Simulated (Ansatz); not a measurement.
# KI: how the settings move a relaxation

Aim: see which settings change the result for KI, by how much, and at what cost.

Program: Ansatz 0.2.0. Level of theory: reference: DFT, LDA, PAW with Ansatz's default frozen-core files, scalar-relativistic; relaxation of cell and atoms. These are calculated values, not measurements.

## 1. The starting structure

It takes space group Fm-3m (No. 225, cubic). Conventional cell: a = 6.823 Å, b = 6.823 Å, c = 6.823 Å, α = 90.00°, β = 90.00°, γ = 90.00°. K (site symmetry m-3m) is surrounded by 6 I at 3.41 Å. Around I (site symmetry m-3m) lie 6 K at 3.41 Å.

As a file:

```cif
data_structure
_symmetry_space_group_name_H-M 'Fm-3m'
_symmetry_Int_Tables_number 225
_cell_length_a 6.8229
_cell_length_b 6.8229
_cell_length_c 6.8229
_cell_angle_alpha 90.000
_cell_angle_beta 90.000
_cell_angle_gamma 90.000
_cell_volume 317.63
loop_
_atom_site_label
_atom_site_type_symbol
_atom_site_symmetry_multiplicity
_atom_site_Wyckoff_symbol
_atom_site_fract_x
_atom_site_fract_y
_atom_site_fract_z
_atom_site_occupancy
K1 K 4 a 0.00000 0.00000 0.00000 1
I1 I 4 b 0.50000 0.00000 0.00000 1
```

## 2. The reference run

input.yaml

```yaml
crystal:
  lattice:
    - [0.0, 3.41147412036, 3.41147412036]
    - [3.41147412036, 0.0, 3.41147412036]
    - [3.41147412036, 3.41147412036, 0.0]
  atoms:
    - { symbol: K, position: [0.0, 0.0, 0.0] }
    - { symbol: I, position: [0.5, 0.5, 0.5] }
kpoints:
  mp_grid: { grid: [6, 6, 6] }
scf:
  occupations: { method: fixed }
hamiltonian:
  xc: lda
  pseudopotentials: { kind: paw }
relax:
  f_tol: 0.002
  max_steps: 80
  cell: { p_target: 30 }
output:
  forces: true
  stress: true
```

Started as:

```bash
$ ansatz run input.yaml --threads 1 --pin off --max-ram 1228MiB --backend cpu --events-out ev --progress --plain --runs-dir out
```

## 3. Changing settings: preconditioner local_kerker

input.yaml, as its differences from that of step 2:

```diff
@@ -12,2 +12,3 @@
   occupations: { method: fixed }
+  mixing: { preconditioner: local_kerker }
 hamiltonian:
```

Q: Predict the outcome of this session. Wanted: for each run, ending; energy change; pressure; gap; force.

The runs gave:

| run | ending | energy change | pressure (GPa) | gap (eV) | force (eV/Å) | cycles | time |
| --- | --- | --- | --- | --- | --- | --- | --- |
| reference | converged | 0 | 30.0 | 2.51 | 0.00 | 39 | 4.3 s |
| 1: preconditioner local_kerker | converged | 0.0 meV/atom | 30.0 | 2.51 | 0.00 | 40 | 4.4 s |

**Reading.** Same state: the changed mixing leaves the energy within 0.5 meV/atom. Cost: 40 SCF cycles against 39. The gap of the reference lacks spin-orbit coupling, though the cell holds I.
